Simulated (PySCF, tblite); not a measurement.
# C₄H₁₃ClN₂Si₂: geometry, infrared bands and NMR shifts

What infrared bands and NMR shifts should C₄H₁₃ClN₂Si₂ (`CN[Si@@H]1C[Si@@H](Cl)CN1C`) show?

Computed with tblite 0.8.0 and PySCF 2.14.0, with density-fitted response routines of our own, on a single molecule in the gas phase. Atoms count from 0, in the outputs and in this text.

## Step 1: The starting structure

22 atoms, charge 0, multiplicity 1; geometry from: force field or distance geometry start.

Bonds of the start (Å): C0–N1 1.46, N1–Si2 1.67, Si2–C3 1.86, C3–Si4 1.88, Si4–Cl5 2.06, Si4–C6 1.89, C6–N7 1.48, N7–C8 1.47, N7–Si2 1.72, C0–H9 1.09, C0–H10 1.10, C0–H11 1.09, N1–H12 1.03, Si2–H13 1.48, C3–H14 1.09, C3–H15 1.08, Si4–H16 1.49, C6–H17 1.10, C6–H18 1.10, C8–H19 1.10, C8–H20 1.09, C8–H21 1.10.

## Step 2: Optimising the geometry with GFN2-xTB

The job: settings as JSON, then the geometry in Å.

```
{"job": {"kind": "relax", "xc": "GFN2-xTB", "basis": "xTB"}, "charge": 0, "multiplicity": 1}
C      2.864400    -1.305100     0.236500
N      1.576500    -0.686600     0.560200
Si     0.321500    -0.430000    -0.507900
C      0.531400     1.116800    -1.527100
Si    -0.650400     2.218900    -0.575600
Cl    -1.751300     3.337600    -1.910300
C     -1.784200     1.051900     0.377400
N     -0.988800    -0.180100     0.576100
C     -1.842100    -1.257800     1.087900
H      3.364600    -0.754300    -0.555400
H      2.730000    -2.346900    -0.076500
H      3.506400    -1.292600     1.116800
H      1.183000    -1.155800     1.394100
H      0.075700    -1.647000    -1.305500
H      1.550900     1.505800    -1.515500
H      0.205800     0.961600    -2.540300
H      0.079100     3.165200     0.313900
H     -2.686500     0.848000    -0.214300
H     -2.074300     1.494400     1.346200
H     -2.429100    -0.908800     1.952300
H     -1.252700    -2.096700     1.444600
H     -2.540200    -1.619300     0.321500
```

The run is started by

```bash
$ OMP_NUM_THREADS=1 python probes_run.py task.json out
```

This one command runs all jobs of the session in turn.

**Question.** This job is followed by: GFN2-xTB harmonic vibrations, gas phase; GIAO PBE0/pcSseg-1 NMR shielding, non-relativistic, gas phase. What will the session give for the following? strongest single infrared mode (GFN2-xTB); zero-point energy (GFN2-xTB); ¹³C shifts against TMS (PBE0/pcSseg-1); ¹H shifts against TMS (PBE0/pcSseg-1, means over atoms taken as alike); ¹⁵N shifts against NH3 (PBE0/pcSseg-1); ²⁹Si shifts against TMS (PBE0/pcSseg-1); ³⁵Cl shifts against HCl (PBE0/pcSseg-1); surface potential, 1st and 99th percentile.

As calculated:

| quantity | value |
| --- | --- |
| strongest single infrared mode (GFN2-xTB) | 2092 cm⁻¹, 333 km/mol |
| zero-point energy (GFN2-xTB) | 106.6 kcal/mol |
| ¹³C shifts against TMS (PBE0/pcSseg-1) | 48.6, 40.4, 29.4, 2.5 ppm |
| ¹H shifts against TMS (PBE0/pcSseg-1, means over atoms taken as alike) | 5.49, 5.38, 2.69, 2.66, 2.56, 2.41, 0.40, 0.04, 0.03 ppm |
| ¹⁵N shifts against NH3 (PBE0/pcSseg-1) | 32.2, 27.4 ppm |
| ²⁹Si shifts against TMS (PBE0/pcSseg-1) | 11.6, -9.0 ppm |
| ³⁵Cl shifts against HCl (PBE0/pcSseg-1) | -8 ppm |
| surface potential, 1st and 99th percentile | -1.14 V and 1.25 V |

What this shows: Relaxing lowered the energy by 0.392 eV in 121 steps; the close pair that moved most is N1–Si2, from 1.668 to 1.719 Å. No mode is imaginary among the 60: a minimum at this level. The strongest single mode, at 2092 cm⁻¹, moves mainly H13. GFN2-xTB is a fitted tight-binding method: band positions and strengths are rough. Its intensities can rank the bands wrongly. The most deshielded carbon is C6 (sp3 CH2 bonded to N and Si), at 48.6 ppm: pulled downfield by the heteroatom. At PBE0/pcSseg-1: Shielding is most anisotropic at Si2 (span 101 ppm, paramagnetic term -527 ppm).
